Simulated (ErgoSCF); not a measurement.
**One shape, several levels: KF (SMILES [F][K])**

Wanted: a comparison of 6 runs (HF/STO-3G, HF/3-21G, HF/def2-SVP, PBE0/def2-SVP, BP86/pcseg-2, BLYP/def2-TZVP) of KF. 

The calculation is run with ErgoSCF 3.8.

2 further runs of the same task are left out: 1 that didn't finish, 1 set aside as unsound or not needed.

**1. The molecule**

KF has 2 atoms, charge 0, and is taken as a singlet. As SMILES, `[F][K]`. Geometry: relaxed at PBE0-D4/def2-TZVP.

Bond lengths: F1–K2 2.188 Å.

**2. A single-point energy at HF/STO-3G (run 1)**

input.ego reads:

```
set_nthreads("env")
scf.max_number_of_iterations = 120
tmpdir = "."
scf.use_diagonalization = 1
scf.output_mulliken_pop = 1
basis = "STO-3G"
molecule_inline Angstrom
F        0.946100      -0.362400       0.470400
K       -0.916600       0.302200      -0.466300
EOF
run "HF"
```

The basis set STO-3G is read from a file made from the Basis Set Exchange's data (not shown).

Run with:

```bash
$ ergo input.ego
```

Standard output:

```text
[...]
INSC SCF_general constructor, number of basis functions: 18
[...]
INSC Energy   1 =       -627.50568171448
[...]
INDE E_LUMO =          0.18250083828
[...]
INSC Energy  11 =       -691.03252182866  ( diff     -0.000000000005912 )
[...]
RESC CONVERGED after  11 iterations.
RESC FINAL ENERGY:       -691.03252182866
[...]
INSC SCF: dipole_moment_x [atomic units] =      -2.08644622
INSC SCF: dipole_moment_y [atomic units] =       0.74443129
INSC SCF: dipole_moment_z [atomic units] =      -1.04921575
[...]
```

It took 1.2 s on 1 thread of Arm Neoverse N1, shared host; peak memory 0.26 GiB.

**3. The energy at HF/3-21G (run 2)**

input.xyz reads:

```xyz
2

F      0.946100    -0.362400     0.470400
K     -0.916600     0.302200    -0.466300
```

job.ego reads:

```
set_nthreads(1)
molecule "input.xyz"
scf.use_diagonalization = 1
scf.output_mulliken_pop = 1
basis = "3-21G"
scf.max_number_of_iterations = 120
tmpdir = "."
run "HF"
```

The basis set 3-21G is read from a file made from the Basis Set Exchange's data (not shown).

Run with:

```bash
$ ergo < job.ego
```

Standard output:

```text
[...]
INSC SCF_general constructor, number of basis functions: 26
[...]
INSC Energy   1 =       -476.53471171462
[...]
INDE E_LUMO =         -0.00758294993
[...]
INSC Energy  12 =       -695.03180823170  ( diff     -0.000000000001364 )
[...]
RESC CONVERGED after  12 iterations.
RESC FINAL ENERGY:       -695.03180823170
[...]
INSC SCF: dipole_moment_x [atomic units] =      -3.09168718
INSC SCF: dipole_moment_y [atomic units] =       1.10309513
INSC SCF: dipole_moment_z [atomic units] =      -1.55472346
[...]
```

It took 1.3 s on 1 thread of Arm Neoverse N1, shared host; peak memory 0.26 GiB.

Runs 3 to 5 aren't shown in full; the table further down has their settings and results.

**4. A single-point energy at BLYP/def2-TZVP (run 6)**

ergo.in reads:

```
set_nthreads("env")
molecule_inline
F  1.78786989 -0.68483675 0.88892717
K  -1.73212297 0.57107523 -0.88117929
EOF
scf.use_diagonalization = 1
tmpdir = "."
basis = "def2-TZVP"
XC.sparse_mode = 0
scf.max_number_of_iterations = 120
XC.radint = 1e-11
scf.output_mulliken_pop = 1
XC.angint = 41
run "BLYP"
```

The basis set def2-TZVP is read from a file made from the Basis Set Exchange's data (not shown).

Run with:

```bash
$ ergo ergo.in
```

Standard output:

```text
[...]
INDF Weighted mixed functional:
[...]
INSC Energy   1 =       -248.91249614753
[...]
INDE E_LUMO =         -0.05996969079
[...]
INSC Energy  19 =       -699.85246962250  ( diff     -0.000000000001819 )
[...]
RESC CONVERGED after  19 iterations.
RESC FINAL ENERGY:       -699.85246962250
[...]
INSC SCF: dipole_moment_x [atomic units] =      -2.73621911
INSC SCF: dipole_moment_y [atomic units] =       0.97626644
INSC SCF: dipole_moment_z [atomic units] =      -1.37596840
[...]
```

Run time: 17 s. Hardware: 1 thread of Arm Neoverse N1, shared host; peak memory 0.26 GiB.

**5. The series**

| run | level | integration grid | radint | energy (Eh) | dipole moment (D) | wall time |
| --- | --- | --- | --- | --- | --- | --- |
| 1 | HF/STO-3G | – | – | -691.032522 | 6.23 | 1.2 s |
| 2 | HF/3-21G | – | – | -695.031808 | 9.23 | 1.3 s |
| 3 | HF/def2-SVP | – | – | -698.463161 | 8.77 | 5.7 s |
| 4 | PBE0/def2-SVP | Turbo | 1e-11 | -699.374075 | 8.01 | 11 s |
| 5 | BP86/pcseg-2 | Turbo | 1e-11 | -699.931464 | 8.14 | 37 s |
| 6 | BLYP/def2-TZVP | Turbo | 1e-11 | -699.852470 | 8.17 | 17 s |

**6. What came out**

| quantity | value |
| --- | --- |
| run 6: total energy | -699.85247 Eh |
| run 6: dipole moment | 8.17 D |

The dipole moment (its size) runs from 6.23 D (HF/STO-3G) to 9.23 D (HF/3-21G). Totals of different functionals can't be ranked against each other. In run 1 the basis is minimal, so the values are rough. All runs together took 73 s, the longest 37 s.
